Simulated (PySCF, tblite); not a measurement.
**C₃H₁₄AsNSi₂: geometry, infrared bands and NMR shifts**

Wanted: the infrared bands and NMR shifts of C₃H₁₄AsNSi₂ (`CN(C)[SiH2][As](C)[SiH3]`), by calculation.

Computed with tblite 0.8.0 and PySCF 2.14.0, with density-fitted response routines of our own, on a single molecule in the gas phase. Atoms count from 0, in the outputs and in this text.

## Step 1: Starting geometry

21 atoms, charge 0, multiplicity 1; geometry from: force field or distance geometry start.

Bonds of the start (Å): C0–N1 1.46, N1–C2 1.45, N1–Si3 1.81, Si3–As4 2.32, As4–C5 1.97, As4–Si6 2.31, C0–H7 1.12, C0–H8 1.11, C0–H9 1.11, C2–H10 1.10, C2–H11 1.12, C2–H12 1.12, Si3–H13 1.46, Si3–H14 1.48, C5–H15 1.12, C5–H16 1.11, C5–H17 1.11, Si6–H18 1.47, Si6–H19 1.48, Si6–H20 1.46.

## Step 2: Relaxing the molecule with GFN2-xTB

Job settings and geometry (Å):

```
{"job": {"kind": "relax", "xc": "GFN2-xTB", "basis": "xTB"}, "charge": 0, "multiplicity": 1}
C     -2.617600     0.001200     0.898700
N     -1.533200    -0.438100     0.024100
C     -2.013700    -0.674700    -1.326100
Si    -0.238000     0.828900    -0.002900
As     1.632400     0.007100    -1.101900
C      2.832900     1.357200    -0.322400
Si     2.065400    -1.553000     0.548800
H     -3.069800     0.959100     0.536600
H     -3.413200    -0.777600     0.942800
H     -2.263300     0.149500     1.942900
H     -1.203800    -1.043700    -1.980300
H     -2.812600    -1.459800    -1.320400
H     -2.453500     0.259400    -1.761500
H     -0.725700     2.028200    -0.676700
H      0.133100     1.175400     1.387700
H      2.672900     1.444800     0.786900
H      2.646500     2.345200    -0.791100
H      3.889200     1.057800    -0.509100
H      1.060800    -2.625300     0.484500
H      1.997400    -0.911600     1.879300
H      3.404900    -2.113100     0.359600
```

Launch:

```console
OMP_NUM_THREADS=1 python probes_run.py task.json out
```

This one command runs all jobs of the session in turn.

**Question.** This job is followed by: GFN2-xTB harmonic vibrations, gas phase; GIAO PBE0/pcSseg-1 NMR shielding, non-relativistic, gas phase. Predict these results of the whole session: strongest single infrared mode (GFN2-xTB); zero-point energy (GFN2-xTB); 13C shifts against TMS (PBE0/pcSseg-1, means over atoms taken as alike); 1H shifts against TMS (PBE0/pcSseg-1, means over atoms taken as alike); 15N shifts against NH3 (PBE0/pcSseg-1); 29Si shifts against TMS (PBE0/pcSseg-1); 75As shifts against AsH3 (PBE0/pcSseg-1).

**Answer**, as computed:

| quantity | value |
| --- | --- |
| strongest single infrared mode (GFN2-xTB) | 784 cm⁻¹, 562 km/mol |
| zero-point energy (GFN2-xTB) | 98.4 kcal/mol |
| 13C shifts against TMS (PBE0/pcSseg-1, means over atoms taken as alike) | 42.5, -1.7 ppm |
| 1H shifts against TMS (PBE0/pcSseg-1, means over atoms taken as alike) | 5.17, 4.08, 2.55, 0.98 ppm |
| 15N shifts against NH3 (PBE0/pcSseg-1) | 13.2 ppm |
| 29Si shifts against TMS (PBE0/pcSseg-1) | -12.0, -74.5 ppm |
| 75As shifts against AsH3 (PBE0/pcSseg-1) | 65 ppm |

In words: The optimisation took 134 steps and gained 0.404 eV; among the close pairs (by a distance rule), N1–Si3 changed most, from 1.812 to 1.722 Å. All 57 modes are real, so the xTB geometry is a minimum. The strongest single mode, at 784 cm⁻¹, is carried by H19, H18, H20. Unscaled tight-binding wavenumbers are off by several per cent, some by more. Its intensities can rank the bands wrongly. C0, C2 (mean) (methyl carbon bonded to N) lies farthest downfield among carbon, at 42.5 ppm; pulled downfield by the heteroatom. At PBE0/pcSseg-1: The widest tensor belongs to As4: span 459 ppm, with a paramagnetic part of -959 ppm. Spin-orbit coupling is left out, which matters for shieldings and couplings at and beside the heavy atoms.
